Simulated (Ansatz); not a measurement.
# C2H3In (SMILES C#[C][InH2]) at HF/3-21G

What is the electronic atomisation energy of C2H3In at HF/3-21G? 

The calculation is run with Ansatz 0.2.0.

48 further runs of the same task are left out: 1 that didn't finish, 47 set aside as unsound or not needed.

### Step 1. The system as given

C2H3In: 6 atoms, total charge 0, spin state singlet. As SMILES, `C#[C][InH2]`. The shape is that of a PBE0-D4/def2-TZVP optimisation.

Bond lengths: C1–C2 1.210 Å, C2–In3 2.097 Å, C1–H4 1.067 Å, In3–H5 1.713 Å, In3–H6 1.713 Å. Angles: C1–C2–In3 180.0°, C2–C1–H4 180.0°, C2–In3–H5 117.0°, C2–In3–H6 117.0°, H5–In3–H6 126.0°.

### Step 2. A single-point energy at HF/3-21G

File job.yaml:

```yaml
crystal:
  periodic: [false, false, false]
  atoms:
    - {symbol: C, position_ang: [-0.186600, -1.928000, 0.015100]}
    - {symbol: C, position_ang: [-0.070400, -0.723400, 0.005900]}
    - {symbol: In, position_ang: [0.131900, 1.363900, -0.010600]}
    - {symbol: H, position_ang: [-0.289000, -2.989600, 0.023300]}
    - {symbol: H, position_ang: [0.673500, 2.081500, -1.468800]}
    - {symbol: H, position_ang: [-0.259400, 2.195500, 1.435000]}
basis:
  gaussian: {orbitals: 3-21G-spherical.json}
hamiltonian: {xc: hf}
accuracy: high
output: {orbitals: {seedname: orbitals}}
```

The basis set 3-21G is read from a file made from the Basis Set Exchange's data (not shown).

Launch:

```console
$ ansatz run job.yaml --threads 1 --pin off --max-ram 3480MiB --events-out events.jsonl --progress --plain --runs-dir runs
```

Standard output:

```text
Warning: RAYON_NUM_THREADS=1 ignored (pool sized by the plan → 1); use --threads N
Functional definition: HF
  name "HF"
  exchange = exact_x
  correlation = 0
1127 factors; integrals over basis functions are off by at most 7.9e-9 eV
mean field evaluation 1: about -157598.7223 eV, gradient 2.1e1 eV
mean field evaluation 2: about -157598.9734 eV, gradient 2.0e1 eV
mean field evaluation 4: about -157600.2909 eV, gradient 3.0e0 eV
mean field evaluation 8: about -157600.3217 eV, gradient 2.3e-4 eV
mean field -157600.32174993 eV, -5791.7049989751 hartree, gradient 2.9e-8 eV, S^2 0.000000; 0 other end points of the search recorded, 0 dependent functions left out
reference -157600.32174993 eV, -5791.7049989751 hartree; 32, 32 occupied and 23, 23 virtual orbitals, 1127 factors
Total energy: -157600.32174993 eV, -5791.7049989751 hartree
```

Run time: 0.96 s. Hardware: 1 thread of Arm Neoverse V2, shared host; peak memory 0.13 GiB.

### Step 3. The C atom

File job.yaml:

```yaml
crystal:
  periodic: [false, false, false]
  atoms:
    - {symbol: C, position_ang: [0.000000, 0.000000, 0.000000]}
basis:
  gaussian:
    orbitals: 3-21G.json
magnetization:
  spin_polarized: true
  initial_magnetization: 2
hamiltonian:
  xc: hf
accuracy: high
```

The basis set 3-21G is read from a file made from the Basis Set Exchange's data (not shown).

Run the same way, it converges to -37.48107 Eh (log not shown).

### Step 4. The H atom, same level

File input.yaml:

```yaml
crystal:
  periodic: [false, false, false]
  atoms:
    - {symbol: H, position_ang: [0.000000, 0.000000, 0.000000]}
basis:
  gaussian:
    orbitals: 3-21G.json
magnetization:
  spin_polarized: true
  initial_magnetization: 1
hamiltonian:
  xc: hf
accuracy: high
```

The basis set 3-21G is read from a file made from the Basis Set Exchange's data (not shown).

Run the same way, it converges to -0.49620 Eh (log not shown).

### Step 5. The In atom, same level

File input.yaml:

```yaml
crystal:
  periodic: [false, false, false]
  atoms:
    - {symbol: In, position_ang: [0.000000, 0.000000, 0.000000]}
basis:
  gaussian: {orbitals: 3-21G-spherical.json}
hamiltonian: {xc: hf}
magnetization: {spin_polarized: true, initial_magnetization: 1}
accuracy: high
```

The basis set 3-21G is read from a file made from the Basis Set Exchange's data (not shown).

Run the same way, it converges to -5714.72276 Eh (log not shown).

### Step 6. Results

Level: HF/3-21G.

| quantity | value |
| --- | --- |
| molecule: total energy | -5791.70500 Eh |
| molecule: HOMO energy | -10.28 eV |
| molecule: LUMO energy | 0.74 eV |
| molecule: HOMO–LUMO gap | 11.02 eV |
| C atom: total energy | -37.48107 Eh |
| C atom: ⟨S²⟩ | 2.001 |
| H atom: total energy | -0.49620 Eh |
| H atom: ⟨S²⟩ | 0.750 |
| In atom: total energy | -5714.72276 Eh |
| In atom: ⟨S²⟩ | 0.750 |
| electronic atomisation energy | 14.463 eV |

Taking the molecule apart into free atoms costs 14.46 eV (334 kcal/mol), before zero-point energy and without spin-orbit coupling. Hartree–Fock lacks the correlation of the bonding pairs, which as a rule makes this value much too low; in minimal bases other errors can mask that. The basis has no polarisation functions, which makes bonds too weak. Relativity is left out (molecule) although the molecule holds a heavy atom. Relativity is left out (In atom) although the molecule holds a heavy atom.
